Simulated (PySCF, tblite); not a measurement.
# C2H8NSSi radical: geometry, infrared bands and EPR parameters

Aim: predict the infrared bands and EPR parameters of C2H8NSSi radical (`C[C](S)[SiH2]N`).

The runs use tblite 0.8.0 and PySCF 2.14.0, with density-fitted response routines of our own; the level of theory stands in each step. All values are computed, except where a source is named. Atoms are numbered from 0 throughout.

### Step 1. The molecule as given

13 atoms, charge 0, multiplicity 2; geometry from: force field or distance geometry start.

Bonds of the start (Å): C0–C1 1.51, C1–S2 1.73, C1–Si3 1.82, Si3–N4 1.70, C0–H5 1.09, C0–H6 1.09, C0–H7 1.09, S2–H8 1.35, Si3–H9 1.46, Si3–H10 1.49, N4–H11 1.02, N4–H12 1.02.

### Step 2. Relaxing the molecule with GFN2-xTB

The job: settings as JSON, then the geometry in Å.

```
{"job": {"kind": "relax", "xc": "GFN2-xTB", "basis": "xTB"}, "charge": 0, "multiplicity": 2}
C      2.049900    -0.184300     0.235500
C      0.672500     0.424900     0.129200
S      0.445300     2.085300     0.554700
Si    -0.700900    -0.566400    -0.531700
N     -2.191300     0.098600    -0.049300
H      2.001100    -1.185100     0.673200
H      2.707600     0.422000     0.862800
H      2.507300    -0.250700    -0.750900
H     -0.877900     2.173600     0.293600
H     -0.696200    -0.631500    -1.993800
H     -0.697900    -1.941900     0.034900
H     -2.942700    -0.472600    -0.440000
H     -2.281200     0.028500     0.964100
```

Launch:

```bash
$ OMP_NUM_THREADS=1 python probes_run.py task.json out
```

The driver reads the jobs from task.json and runs them one after another.

**Question.** This job is followed by: GFN2-xTB harmonic vibrations, gas phase; UKS B3LYP, pcH-1 on C H N S Si, non-relativistic, mean-field spin-orbit, GIAO. What will the session give for the following? strongest single infrared mode (GFN2-xTB); zero-point energy (GFN2-xTB); g(iso) (B3LYP); ⟨S²⟩; largest a(iso) (averaged by class); potential on the surface of density 0.002 e/bohr³, 1st and 99th percentile.

The runs gave:

| quantity | value |
| --- | --- |
| strongest single infrared mode (GFN2-xTB) | 2175 cm⁻¹, 454 km/mol |
| zero-point energy (GFN2-xTB) | 58.3 kcal/mol |
| g(iso) (B3LYP) | 2.00505 |
| ⟨S²⟩ | 0.754 (exact 0.75) |
| largest a(iso) (averaged by class) | 13C on C1, 87.7 MHz |
| potential on the surface of density 0.002 e/bohr³, 1st and 99th percentile | -0.80 V and 1.65 V |

The optimisation took 89 steps and gained 0.248 eV; among the close pairs (by a distance rule), C1–Si3 changed most, from 1.818 to 1.856 Å. No mode is imaginary among the 33: a minimum at this level. The strongest single mode, at 2175 cm⁻¹, moves mainly H10 and H9. GFN2-xTB is a fitted tight-binding method: band positions and strengths are rough. Its intensities can rank the bands wrongly. Most of the unpaired spin sits on C1 (0.77 e). The isotropic g lies 2.7 ppt above the free-electron value.
